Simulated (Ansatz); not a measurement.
**CH₇NO₃Ti: a ladder of functionals and wavefunction methods**

An exercise on one series of results from a longer session: the logs are not shown, and one member is left open.

Program: Ansatz 0.2.0, Gaussian basis. Level of theory: functionals in def2-TZVPP, the program's frozen cores in correlated methods. These are calculated values, not measurements.

Plan: LDA (SPW92), PBE-D4, revPBE-D4, BLYP-D4, r2SCAN-D4, B97M-V, PBE0-D4, B3LYP-D4, r2SCANh-D4, r2SCAN0-D4, HSE06-D4, BHLYP-D4, CAM-B3LYP-D4, LC-ωPBE, ωB97X-V, ωB97M-V, B2PLYP, PBE-QIDH; CCSD(T)/def2-SVP; MP2/def2-TZVPP; MP2/def2-QZVPP; RPA on PBE.

## Structure used throughout

An earlier PBE0-D4 in a triple-zeta def2 set relaxation fixed the geometry.

SMILES `C[NH][Ti]([OH])([OH])[OH]`, 13 atoms, charge 0, spin multiplicity 1.

Atoms are counted from 1 here; the program's logs count them from 0.

Bond lengths: C1–N2 1.444 Å, C1–H7 1.097 Å, C1–H8 1.092 Å, C1–H9 1.096 Å, N2–Ti3 1.872 Å, N2–H10 1.012 Å, Ti3–O4 1.810 Å, Ti3–O5 1.808 Å, Ti3–O6 1.811 Å, O4–H11 0.957 Å, O5–H12 0.957 Å, O6–H13 0.957 Å. Angles: N2–C1–H7 112.2°, N2–C1–H8 109.8°, N2–C1–H9 112.0°, H7–C1–H8 107.6°, H7–C1–H9 107.9°, H8–C1–H9 107.2°, C1–N2–Ti3 128.6°, C1–N2–H10 112.9°, Ti3–N2–H10 118.3°, N2–Ti3–O4 110.7°, N2–Ti3–O5 106.9°, N2–Ti3–O6 107.4°, O4–Ti3–O5 108.8°, O4–Ti3–O6 108.3°, O5–Ti3–O6 114.8°, Ti3–O4–H11 130.4°, Ti3–O5–H12 131.0°, Ti3–O6–H13 131.1°.

Coordinates:

```
C     1.2585   -1.5508    0.3360
N     0.7289   -0.5159   -0.5208
Ti   -0.4936    0.8373   -0.0977
O    -2.1929    0.2563   -0.3205
O    -0.1870    2.1993   -1.2470
O    -0.2580    1.2516    1.6496
H     1.0096   -2.5561   -0.0268
H     0.8408   -1.4495    1.3398
H     2.3488   -1.4867    0.4303
H     1.1615   -0.5028   -1.4359
H    -2.5248   -0.5900   -0.6195
H    -0.7802    2.6780   -1.8257
H    -0.8911    1.3946    2.3528
```

The first run:

Contents of in.yaml:

```yaml
crystal:
  periodic: [false, false, false]
  atoms:
    - {symbol: C, position_ang: [1.258492, -1.550834, 0.335995]}
    - {symbol: N, position_ang: [0.728934, -0.515885, -0.520750]}
    - {symbol: Ti, position_ang: [-0.493627, 0.837304, -0.097745]}
    - {symbol: O, position_ang: [-2.192887, 0.256294, -0.320494]}
    - {symbol: O, position_ang: [-0.187032, 2.199276, -1.247011]}
    - {symbol: O, position_ang: [-0.258028, 1.251578, 1.649593]}
    - {symbol: H, position_ang: [1.009584, -2.556133, -0.026775]}
    - {symbol: H, position_ang: [0.840775, -1.449531, 1.339841]}
    - {symbol: H, position_ang: [2.348809, -1.486701, 0.430341]}
    - {symbol: H, position_ang: [1.161519, -0.502809, -1.435918]}
    - {symbol: H, position_ang: [-2.524801, -0.589990, -0.619454]}
    - {symbol: H, position_ang: [-0.780169, 2.678011, -1.825656]}
    - {symbol: H, position_ang: [-0.891070, 1.394620, 2.352834]}
basis:
  gaussian: {orbitals: def2-TZVPP}
hamiltonian: {xc: lda}
output: {orbitals: {seedname: orbitals}}
```

Started as:

```sh
$ ansatz run in.yaml --threads 4 --pin off --events-out ev --progress --plain --max-ram 11315MiB
```

Steps of the session up to this table: LDA; PBE-D4 (GGA); revPBE-D4 (GGA); BLYP-D4 (GGA); r2SCAN-D4 (meta-GGA); B97M-V (meta-GGA); PBE0-D4 (hybrid); B3LYP-D4 (hybrid); r2SCANh-D4 (hybrid); r2SCAN0-D4 (hybrid); HSE06-D4 (hybrid); BHLYP-D4 (hybrid); CAM-B3LYP-D4 (range-separated); LC-ωPBE (range-separated); ωB97X-V (range-separated); ωB97M-V (range-separated); B2PLYP (double hybrid); PBE-QIDH (double hybrid).

One of the session's tables, all rows but one given; the rest of the session is left out.

It belongs to the step «Frontier levels by functional». 

| functional | HOMO (eV) | gap (eV) |
| --- | --- | --- |
| LDA (SPW92) | ? | ? |
| PBE-D4 | -5.52 | 3.47 |
| revPBE-D4 | -5.46 | 3.49 |
| BLYP-D4 | -5.42 | 3.45 |
| r2SCAN-D4 | -5.78 | 3.84 |
| B97M-V | -5.87 | 3.92 |
| PBE0-D4 | -6.86 | 5.85 |
| B3LYP-D4 | -6.66 | 5.33 |
| r2SCANh-D4 | -6.28 | 4.75 |
| r2SCAN0-D4 | -7.04 | 6.12 |
| HSE06-D4 | -6.46 | 5.06 |
| BHLYP-D4 | -8.14 | 8.29 |
| CAM-B3LYP-D4 | -8.27 | 8.37 |
| LC-ωPBE | -9.60 | 10.90 |
| ωB97X-V | -9.26 | 10.51 |
| ωB97M-V | -9.18 | 10.19 |

**Question.** Estimate the row for LDA (SPW92).

The run gave: HOMO (eV): -5.69; gap (eV): 3.40. In the column «HOMO (eV)» it lies between r2SCAN-D4 (-5.78) and PBE-D4 (-5.52).
